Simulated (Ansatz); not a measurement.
# CH4FMoNO2: small, medium and large basis sets

One table from this session's results is given with a row withheld; the runs are named, their logs left out.

Computed with Ansatz 0.2.0, Gaussian basis. Level: one geometry, several basis sets.

Plan: PBE0-D4/def2-SVP; ωB97M-V/def2-SVP; PBE0-D4/def2-QZVPP; ωB97M-V/def2-QZVPP; the functionals' def2-TZVPP values are taken from earlier runs.

## The geometry

An earlier PBE0-D4 in a triple-zeta def2 set relaxation fixed the geometry. Mo takes the def2 core potential; no spin-orbit term is included.

SMILES `C[N]=[Mo](=[O])([OH])[F]`, 10 atoms, charge 0, spin multiplicity 1.

Atoms are counted from 1 here; the program's logs count them from 0.

Bond lengths: C1–N2 1.420 Å, C1–H7 1.096 Å, C1–H8 1.094 Å, C1–H9 1.095 Å, N2–Mo3 1.718 Å, Mo3–O4 1.676 Å, Mo3–O5 1.877 Å, Mo3–F6 1.863 Å, O5–H10 0.959 Å. Angles: N2–C1–H7 111.3°, N2–C1–H8 109.9°, N2–C1–H9 109.9°, H7–C1–H8 109.0°, H7–C1–H9 108.9°, H8–C1–H9 107.8°, C1–N2–Mo3 150.8°, N2–Mo3–O4 106.8°, N2–Mo3–O5 108.3°, N2–Mo3–F6 108.0°, O4–Mo3–O5 110.1°, O4–Mo3–F6 111.4°, O5–Mo3–F6 112.0°, Mo3–O5–H10 123.4°.

Set-up of the first run:

The input, in.yaml:

```yaml
crystal:
  periodic: [false, false, false]
  atoms:
    - {symbol: C, position_ang: [-1.218873, -0.832699, -0.947866]}
    - {symbol: N, position_ang: [-0.473146, 0.073728, -0.148973]}
    - {symbol: Mo, position_ang: [0.739904, 0.388344, 1.025890]}
    - {symbol: O, position_ang: [1.421035, -1.089025, 1.428491]}
    - {symbol: O, position_ang: [2.035230, 1.505992, 0.252836]}
    - {symbol: F, position_ang: [-0.077940, 1.184631, 2.497721]}
    - {symbol: H, position_ang: [-0.867632, -1.862365, -0.815675]}
    - {symbol: H, position_ang: [-2.278579, -0.780391, -0.679405]}
    - {symbol: H, position_ang: [-1.127462, -0.560467, -2.004231]}
    - {symbol: H, position_ang: [1.930560, 1.921050, -0.605888]}
basis:
  gaussian: {orbitals: def2-SVP}
hamiltonian: {xc: pbe0, dispersion: d4}
output: {orbitals: {seedname: orbitals}}
```

Launch:

```
$ ansatz run in.yaml --threads 8 --pin off --events-out ev --progress --plain --max-ram 18278MiB
```

Steps of the session up to this table: PBE0-D4 in def2-SVP; ωB97M-V in def2-SVP; PBE0-D4 in def2-QZVPP; ωB97M-V in def2-QZVPP.

One of the session's tables, all rows but one given; the rest of the session is left out.

It belongs to the step «Density functionals: the series». 

| functional | basis | HOMO (eV) | LUMO (eV) |
| --- | --- | --- | --- |
| PBE0-D4 | def2-SVP | -7.96 | -1.76 |
| PBE0-D4 | def2-TZVPP | -7.98 | -1.80 |
| PBE0-D4 | def2-QZVPP | -8.00 | -1.82 |
| ωB97M-V | def2-SVP | -10.21 | 0.39 |
| ωB97M-V | def2-TZVPP | -10.24 | 0.32 |
| ωB97M-V | def2-QZVPP | ? | ? |

Estimate the missing values for ωB97M-V, def2-QZVPP.

The run gave: HOMO (eV): -10.26; LUMO (eV): 0.22. In the column «HOMO (eV)» it is the lowest.
